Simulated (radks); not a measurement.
**Ionising bismuth step by step, Bi⁴²⁺ to Bi⁶²⁺**

An exercise on one series of results from a longer session: the logs are not shown, and one member is left open.

Program: radks (a radial shooting solver on a logarithmic mesh, Libxc functionals) version 1. Level of theory: scalar-relativistic Kohn-Sham, PBEsol, spin-polarised, spherical densities, finite nucleus; open shells are filled with parallel spins first. These are calculated values, not measurements, unless marked.

## What is computed

| Item | Value |
| --- | --- |
| element | bismuth (Z = 83) |
| charges | 42 to 62 |
| first configuration | [Kr] 4d5 |
| last configuration | [Ar] 3d3 |

The outer shells:

Bi⁴²⁺
```
[Kr] core
4d [↑ ][↑ ][↑ ][↑ ][↑ ]
```

Bi⁶²⁺
```
[Ar] core
3d [↑ ][↑ ][↑ ][  ][  ]
```

Set-up of the first run:

The run's settings:

```text
Z 83
configuration [Kr] 4d5
relativity scalar-relativistic
functional pbe_sol,pbe_sol
spin polarised
nucleus finite rms 5.5211 fm
c 137.035999084
```

Steps of the session up to this table: Bi⁴²⁺, [Kr] 4d5.

One table of the session follows, with a row left open; its other results are not shown here.

It belongs to the step «Bi⁴²⁺, [Kr] 4d5». Sizes of the orbitals, from the radial functions (bohr):

```
  level     <r>  outermost maximum (interpolated)  90 % within  nodes
  3d up  0.1553                             0.129        0.240      0
3d down  0.1553                             0.129        0.239      0
  4s up  0.3473                             0.340        0.492      3
4s down  0.3475                             0.340        0.492      3
  4p up  0.3608                             0.353        0.515      2
4p down       ?                                 ?            ?      ?
  4d up  0.3600                             0.348        0.524      1
4d down  0.3604                             0.348        0.525      1
```

**Question.** Estimate the row for 4p down.

**Answer.** <r>: 0.3612; outermost maximum (interpolated): 0.353; 90 % within: 0.516; nodes: 2. In the column «<r>» it is the highest.

Limits of these values: Open shells are spherical and high-spin; term and fine-structure splittings are not resolved.
